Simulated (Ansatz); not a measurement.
**C2H8OSi2: a ladder of functionals and wavefunction methods**

The task here is to estimate one member of a computed series from the others.

Method: functionals in def2-TZVPP, the program's frozen cores in correlated methods; program: Ansatz 0.2.0, Gaussian basis.

The runs, in order: LDA (SPW92), PBE-D4, revPBE-D4, BLYP-D4, r2SCAN-D4, B97M-V, PBE0-D4, B3LYP-D4, r2SCANh-D4, r2SCAN0-D4, HSE06-D4, BHLYP-D4, CAM-B3LYP-D4, LC-ωPBE, ωB97X-V, ωB97M-V, B2PLYP, PBE-QIDH; CCSD(T)/def2-SVP; CCSD(T)/def2-TZVPP; MP2/def2-QZVPP; extrapolation to the limit; RPA on PBE.

### The geometry

An earlier PBE0-D4 in a triple-zeta def2 set relaxation fixed the geometry.

SMILES `C=C[SiH2][SiH2]O`, 13 atoms, charge 0, spin multiplicity 1.

Atoms are counted from 1 here; the program's logs count them from 0.

Bond lengths: C1–C2 1.331 Å, C1–H6 1.086 Å, C1–H7 1.087 Å, C2–Si3 1.866 Å, C2–H8 1.090 Å, Si3–Si4 2.352 Å, Si3–H9 1.490 Å, Si3–H10 1.490 Å, Si4–O5 1.657 Å, Si4–H11 1.494 Å, Si4–H12 1.485 Å, O5–H13 0.958 Å. Angles: C2–C1–H6 121.8°, C2–C1–H7 122.1°, H6–C1–H7 116.1°, C1–C2–Si3 124.1°, C1–C2–H8 117.9°, Si3–C2–H8 118.0°, C2–Si3–Si4 108.2°, C2–Si3–H9 109.8°, C2–Si3–H10 109.0°, Si4–Si3–H9 110.6°, Si4–Si3–H10 110.2°, H9–Si3–H10 108.9°, Si3–Si4–O5 110.9°, Si3–Si4–H11 108.4°, Si3–Si4–H12 112.6°, O5–Si4–H11 110.9°, O5–Si4–H12 105.5°, H11–Si4–H12 108.5° and more.

As a file:

```
atom    x (Å)    y (Å)    z (Å)
  C1  -2.3024  -0.5799   0.2845
  C2  -1.2282  -0.5711  -0.5012
 Si3   0.4844  -1.0508   0.0629
 Si4   1.7656   0.9109   0.2717
  O5   1.4712   1.9463  -0.9879
  H6  -2.2519  -0.9075   1.3191
  H7  -3.2808  -0.2681  -0.0707
  H8  -1.3527  -0.2375  -1.5312
  H9   1.1013  -1.9771  -0.9279
 H10   0.3862  -1.7450   1.3782
 H11   1.4348   1.5537   1.5789
 H12   3.2261   0.6461   0.2337
 H13   0.5670   2.2452  -1.0955
```

Set-up of the first run:

in.yaml reads:

```yaml
crystal:
  periodic: [false, false, false]
  atoms:
    - {symbol: C, position_ang: [-2.302369, -0.579921, 0.284488]}
    - {symbol: C, position_ang: [-1.228246, -0.571099, -0.501157]}
    - {symbol: Si, position_ang: [0.484364, -1.050807, 0.062912]}
    - {symbol: Si, position_ang: [1.765561, 0.910911, 0.271748]}
    - {symbol: O, position_ang: [1.471174, 1.946320, -0.987930]}
    - {symbol: H, position_ang: [-2.251850, -0.907503, 1.319147]}
    - {symbol: H, position_ang: [-3.280809, -0.268118, -0.070690]}
    - {symbol: H, position_ang: [-1.352683, -0.237510, -1.531242]}
    - {symbol: H, position_ang: [1.101318, -1.977082, -0.927905]}
    - {symbol: H, position_ang: [0.386152, -1.744979, 1.378203]}
    - {symbol: H, position_ang: [1.434784, 1.553746, 1.578863]}
    - {symbol: H, position_ang: [3.226061, 0.646094, 0.233660]}
    - {symbol: H, position_ang: [0.567047, 2.245248, -1.095498]}
basis:
  gaussian: {orbitals: def2-TZVPP}
hamiltonian: {xc: lda}
output: {orbitals: {seedname: orbitals}}
```

Started as:

```
$ ansatz run in.yaml --threads 4 --pin off --events-out ev --progress --plain --max-ram 10444MiB
```

Among the steps run: LDA; PBE-D4 (GGA); revPBE-D4 (GGA); BLYP-D4 (GGA); r2SCAN-D4 (meta-GGA); B97M-V (meta-GGA); PBE0-D4 (hybrid); B3LYP-D4 (hybrid); r2SCANh-D4 (hybrid); r2SCAN0-D4 (hybrid); HSE06-D4 (hybrid); BHLYP-D4 (hybrid); CAM-B3LYP-D4 (range-separated); LC-ωPBE (range-separated); ωB97X-V (range-separated); ωB97M-V (range-separated); B2PLYP (double hybrid); PBE-QIDH (double hybrid).

One of the session's tables, all rows but one given; the rest of the session is left out.

It belongs to the step «Frontier levels by functional». 

```
  functional  HOMO (eV)  gap (eV)
 LDA (SPW92)      -6.35      4.31
      PBE-D4      -6.24      4.43
   revPBE-D4      -6.19      4.48
     BLYP-D4      -6.12      4.47
   r2SCAN-D4      -6.48      4.88
      B97M-V      -6.56      4.91
     PBE0-D4      -7.36      6.48
    B3LYP-D4      -7.18      6.10
  r2SCANh-D4      -6.89      5.64
  r2SCAN0-D4      -7.51      6.75
    HSE06-D4      -6.97      5.71
    BHLYP-D4      -8.38      8.49
CAM-B3LYP-D4      -8.64      8.85
     LC-ωPBE      -9.93     11.26
     ωB97X-V      -9.60     10.83
     ωB97M-V          ?         ?
```

**Question.** Estimate the row for ωB97M-V.

As computed: HOMO (eV): -9.41; gap (eV): 10.40. In the column «HOMO (eV)» it lies between ωB97X-V (-9.60) and CAM-B3LYP-D4 (-8.64).
